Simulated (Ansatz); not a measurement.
# CaTaO6: the cost of one run

Program: Ansatz 0.2.0. Level of theory: DFT PBE, scalar-relativistic, plane waves, PAW, unless a step names another level. These are calculated values, not measurements.

12 further runs of the same task are left out: 3 that didn't finish, 9 set aside as unsound or not needed.

## (1) Plan

Pauling electronegativities: Ca 1.00, Ta 1.50, O 3.44 (spread 2.44). No set of common oxidation states balances it. Tabulated atomic sizes suggest about 11 Å³/atom. 32 candidates were drawn, by swapping species into database cells of other compounds, at random by space group and Wyckoff sites, or by hand, as the table says; time allowed 30 of them to run, and these are listed.

| name | made from | space group no. | Wyckoff sites | atoms (primitive cell) | V (Å³/atom) |
| --- | --- | --- | --- | --- | --- |
| c01 | random | 166 | Ca 3b; Ta 3a; O 9e, 9d | 8 | 12.0 |
| c02 | built by hand: cubic NaSbF6 (ordered ReO3) | 225 | Ca 4b; Ta 4a; O 24e | 8 | 15.3 |
| c03 | database cell of LiVF6 | 8 | Ca 2a; Ta 2a; O 4b, 2a, 4b, 2a | 8 | 15.4 |
| c04 | random | 155 | Ca 3b; Ta 3a; O 9e, 9e | 8 | 11.6 |
| c05 | database cell of CaSnF6 | 148 | Ca 3a; Ta 3b; O 18f | 8 | 13.9 |
| c06 | random | 200 | Ca 1b; Ta 1a; O 6g | 8 | 13.2 |
| c07 | random | 200 | Ca 1b; Ta 1a; O 6f | 8 | 12.6 |
| c08 | database cell of LiVF6 | 156 | Ca 1a; Ta 1c; O 3d, 3d | 8 | 15.9 |
| c09 | random | 166 | Ca 3a; Ta 3b; O 18g | 8 | 12.7 |
| c10 | database cell of KNbCl6 | 160 | Ca 3a; Ta 3a; O 9b, 9b | 8 | 13.0 |
| c11 | built by hand: LiSbF6 (ordered VF3) | 148 | Ca 3a; Ta 3b; O 18f | 8 | 11.9 |
| c12 | random | 221 | Ca 1a; Ta 1b; O 6f | 8 | 11.4 |
| c13 | built by hand: ordered honeycomb BiI3-like layer | 149 | Ca 1a; Ta 1c; O 6l | 8 | 12.9 |
| c14 | random | 5 | Ca 2b; Ta 2b; O 4c, 4c, 2b, 2b | 8 | 13.5 |
| c15 | random | 82 | Ca 2b; Ta 2c; O 8g, 4f | 8 | 13.6 |
| c16 | random | 157 | Ca 1a; Ta 1a; O 6d | 8 | 13.7 |
| c17 | random | 123 | Ca 1d; Ta 1a; O 4n, 2e | 8 | 13.0 |
| c18 | database cell of NiPtF6 | 148 | Ca 3b; Ta 3a; O 18f | 8 | 11.8 |
| c19 | random | 156 | Ca 1a; Ta 1a; O 6e | 8 | 12.6 |
| c20 | built by hand: CaTa(O2)3 peroxide perovskite | 200 | Ca 1b; Ta 1a; O 6f | 8 | 11.3 |
| c21 | database cell of NbCrF6 | 139 | Ca 2a; Ta 2b; O 4e, 8h | 8 | 15.9 |
| c23 | database cell of TiAgF6 | 2 | Ca 1f; Ta 1a; O 2i, 2i, 2i | 8 | 12.5 |
| c25 | database cell of LiTaF6 | 225 | Ca 4b; Ta 4a; O 24e | 8 | 14.4 |
| c26 | built by hand: BaSiF6 | 166 | Ca 3a; Ta 3b; O 18h | 8 | 11.3 |
| c27 | random | 99 | Ca 1b; Ta 1a; O 1b, 2c, 2c, 1b | 8 | 13.9 |
| c28 | database cell of ZrVF6 | 225 | Ca 4a; Ta 4b; O 24e | 8 | 15.9 |
| c29 | database cell of NaMoF6 | 139 | Ca 2b; Ta 2a; O 8h, 4e | 8 | 15.6 |
| c30 | database cell of LiMg6Cd | 38 | Ca 2a; Ta 2b; O 4d, 2a, 4e, 2b | 8 | 15.3 |
| c31 | random | 191 | Ca 1a; Ta 1b; O 6j | 8 | 12.9 |
| c32 | random | 71 | Ca 2c; Ta 2b; O 8k, 4i | 8 | 12.1 |

## (2) Screening run of c17

input.yaml

```yaml
crystal:
  lattice:
    - [3.71330628, 0.0, 0.0]
    - [0.0, 3.71330628, 0.0]
    - [0.0, 0.0, 7.53867776]
  atoms:
    - { symbol: Ca, position: [0.5, 0.5, 0.5] }
    - { symbol: Ta, position: [0.0, 0.0, 0.0] }
    - { symbol: O, position: [0.16204892, 0.5, 0.0] }
    - { symbol: O, position: [0.83795108, 0.5, 0.0] }
    - { symbol: O, position: [0.5, 0.16204892, 0.0] }
    - { symbol: O, position: [0.5, 0.83795108, 0.0] }
    - { symbol: O, position: [0.0, 0.5, 0.5] }
    - { symbol: O, position: [0.5, 0.0, 0.5] }
basis:
  ecutwfc: 420
kpoints:
  mp_grid: { grid: [4, 4, 2] }
hamiltonian:
  xc: pbe
scf:
  occupations: { method: gaussian, width: 0.2 }
  lower_state_search: "off"
output:
  forces: true
  stress: true
  eigenvalues: true
relax:
  adjacent_minimum: "off"
  f_tol: 0.08
  max_steps: 16
  cell: { stress_tol: 0.8 }
```

Command:

```
ansatz run input.yaml --threads 1 --pin off --max-ram 2560MiB --backend cpu --events-out ev --progress --plain --runs-dir out
```

**Question.** How long does this run take on 1 thread of Intel Xeon at 2.70GHz, shared host, and how much memory does it need?

About 51 s, with a peak of 0.41 GiB.
